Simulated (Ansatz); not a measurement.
## CH6Al2BCl, SMILES B[CH]([AlH2])[AlH][Cl]: a ladder of methods at one geometry, step by step

Computed with the Ansatz DFT code, driven from Python.

Notebook, run cell by cell (the value of a cell's last expression is shown):

**Cell 1**
```python
from pathlib import Path

import ansatz as az
import numpy as np
```

**Cell 2**
```python
geometry_ang = [
    ("B", [-1.1378, 0.6674, 1.1568]),
    ("C", [-0.0436, -0.2506, 0.6109]),
    ("Al", [1.4659, 0.838, -0.0529]),
    ("Al", [-0.6492, -1.3587, -0.8896]),
    ("Cl", [0.4858, -3.1097, -1.5538]),
    ("H", [-1.0889, 1.1643, 2.2372]),
    ("H", [-1.7673, 1.3689, 0.374]),
    ("H", [0.3405, -0.8919, 1.4278]),
    ("H", [1.1825, 2.0742, -0.9747]),
    ("H", [2.8654, 0.0683, -0.3238]),
    ("H", [-1.5879, -0.6272, -1.9913]),
]
system = az.Crystal.molecule()
for symbol, xyz in geometry_ang:
    system = system.atom(symbol, xyz)
```

**Cell 3**
```python
setup = system.calculation().basis(gaussian="def2-SVP")
```

**Cell 4**
```python
print("functional    E (Ha)        dipole (D)   HOMO (eV)  LUMO (eV)")
for name in ["b3lyp", "lc_wpbe", "hse06", "r2scan", "revpbe", "hf"]:
    rep = setup.functional(name).forces().orbitals().run(runs_dir="runs").report
    lines = Path(rep["orbitals_path"]).read_text().splitlines()
    field_of = lambda key: [line.split("=")[1].strip() for line in lines if line.startswith(key)]
    orbitals = [(27.211386 * float(e), s, float(n)) for e, s, n in zip(field_of("Ene="), field_of("Spin="), field_of("Occup="))]
    homo = max(e for e, _, n in orbitals if n > 0.5)
    lumo = min(e for e, _, n in orbitals if n < 0.5)
    dipole = 4.803205 * np.linalg.norm(rep["charge_distribution"]["dipole_moment_e_ang"])
    print(f"{name:10s} {rep['free_energy_ev'] / 27.211386246:14.6f} {dipole:9.3f} {homo:11.3f} {lumo:10.3f}")
```
Output:
```text
functional    E (Ha)        dipole (D)   HOMO (eV)  LUMO (eV)
b3lyp        -1011.369911     2.276      -7.835     -2.740
lc_wpbe      -1010.958865     2.564     -10.767     -0.542
hse06        -1010.809370     2.351      -7.688     -2.942
r2scan       -1011.178560     2.355      -7.139     -3.081
revpbe       -1011.087892     2.155      -6.801     -3.198
hf           -1009.076394     2.948     -10.964      0.262
```

Reading the output:
- The settings weren't tested for convergence.
- The geometry is a force-field or estimated start, not a minimum of this method, and the basis set is short of its limit. A lower total doesn't mark the better method: functionals have no common bound, and MP2 and coupled cluster aren't variational.
- b3lyp holds the VWN-RPA fit, as in Gaussian; the form of ORCA and Turbomole is b3lyp5.
- Levels such as HOMO and LUMO are orbital energies: with these approximate functionals they aren't the ionisation energy and electron affinity, and their gap isn't the fundamental gap.
- hse06 follows the composition of plane-wave codes, whose totals differ by tens of mHa, up to about 0.1 Ha, from the form usual in Gaussian-basis programs (wpbeh).
- Wall time of the script: 34 s on 1 thread of Arm Neoverse V1, with other jobs on the host, peak memory 0.32 GiB.

(Lines on the test bed's own set-up are left out of the output.)
